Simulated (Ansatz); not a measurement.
# B4O2: the cost of one run

Computed with Ansatz 0.2.0 (the levels named in each step, unless a step's input says otherwise).

### Step 1. The starting structure

Bond lengths: O1–B2 1.230 Å, B2–B3 1.565 Å, B3–B4 1.471 Å, B4–B5 1.565 Å, B5–O6 1.230 Å. Angles: O1–B2–B3 180.0°, B2–B3–B4 180.0°, B3–B4–B5 180.0°, B4–B5–O6 180.0°.

Coordinates:

```xyz
6

O     0.0000    0.0000   -3.5304
B     0.0000    0.0000   -2.3006
B     0.0000    0.0000   -0.7353
B     0.0000    0.0000    0.7355
B     0.0000    0.0000    2.3005
O     0.0000    0.0000    3.5303
```

### Step 2. A rough first relaxation, PBE-D4/def2-SVPD

input.yaml

```yaml
crystal:
  periodic: [false, false, false]
  atoms:
    - { symbol: O, position_ang: [0.0, 0.0, -3.53044] }
    - { symbol: B, position_ang: [0.0, 0.0, -2.30058] }
    - { symbol: B, position_ang: [0.0, 0.0, -0.73532] }
    - { symbol: B, position_ang: [0.0, 0.0, 0.73546] }
    - { symbol: B, position_ang: [0.0, 0.0, 2.30054] }
    - { symbol: O, position_ang: [0.0, 0.0, 3.53035] }
basis:
  gaussian: { orbitals: def2-SVPD }
hamiltonian:
  xc: pbe
  dispersion: d4
relax:
  f_tol: 0.03
  max_steps: 200
```

Command:

```sh
ansatz run input.yaml --threads 4 --pin off --max-ram 10240MiB --backend cpu --events-out ev --progress --plain --runs-dir out
```

**Question.** How long does this run take on 4 threads of Intel Xeon at 2.70GHz, shared host, and how much memory does it need?

About 9.3 s, with a peak of 0.25 GiB.
